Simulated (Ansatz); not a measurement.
# Sr, space group I4_1/amd: Fermi-surface readings

With Ansatz's Python interface.

Run as a notebook:

**Cell 1**
```python
from dataclasses import dataclass
import warnings

import ansatz
```

**Cell 2**
```python
@dataclass
class Options:
    smearing: str = 'Gaussian'
    width_ev: float = 0.05
    functional: str = 'pbesol'
```

**Cell 3**
```python
settings = Options()

warnings.simplefilter('ignore', ansatz.DeckWarning)
```

**Cell 4**
```python
lattice = ansatz.Lattice.of(
    (-3.706358, 3.706358, 2.020876),
    (3.706358, -3.706358, 2.020876),
    (3.706358, 3.706358, -2.020876),
)
sites = [
    ('Sr', (0.75, 0.25, 0.5)),
    ('Sr', (0.0, 0.0, 0.0)),
]
xtal = ansatz.Crystal(lattice=lattice)
for symbol, position in sites:
    xtal = xtal.atom(symbol, position)
```

**Cell 5**
```python
calculation = (
    xtal.calculation()
    .occupations(settings.smearing, width=settings.width_ev)
    .functional(settings.functional)
    .kpoints(9, center='gamma')
    .eigenstates(nscf_kmesh=(10, 10, 10), level_slopes=True)
)
surface = calculation.run(threads=1).fermi_surface().to_plain()
for way, reading in surface.items():
    if reading:
        rho_lambda = [f'{v:.3e}' for v in reading['resistivity_times_mean_free_path_ohm_m2']]
        print(f'{way:24s} area {reading["spin_summed_area_per_ang2"]:8.3f} 1/A^2  rho*lambda (ohm m^2) {rho_lambda}')
```
Output:
```text
by_tetrahedra            area   15.317 1/A^2  rho*lambda (ohm m^2) ['2.112e-15', '2.112e-15', '1.798e-15']
by_slopes                area   15.980 1/A^2  rho*lambda (ohm m^2) ['2.300e-15', '2.300e-15', '1.431e-15']
on_every_second_point    area    9.356 1/A^2  rho*lambda (ohm m^2) ['3.542e-15', '3.542e-15', '2.829e-15']
```

This isn't the structure that Sr takes at ambient conditions. The three readings differ by the mesh error. The whole script took 13 s on 1 thread of Arm Neoverse V1, on a shared host, peak memory 0.43 GiB.
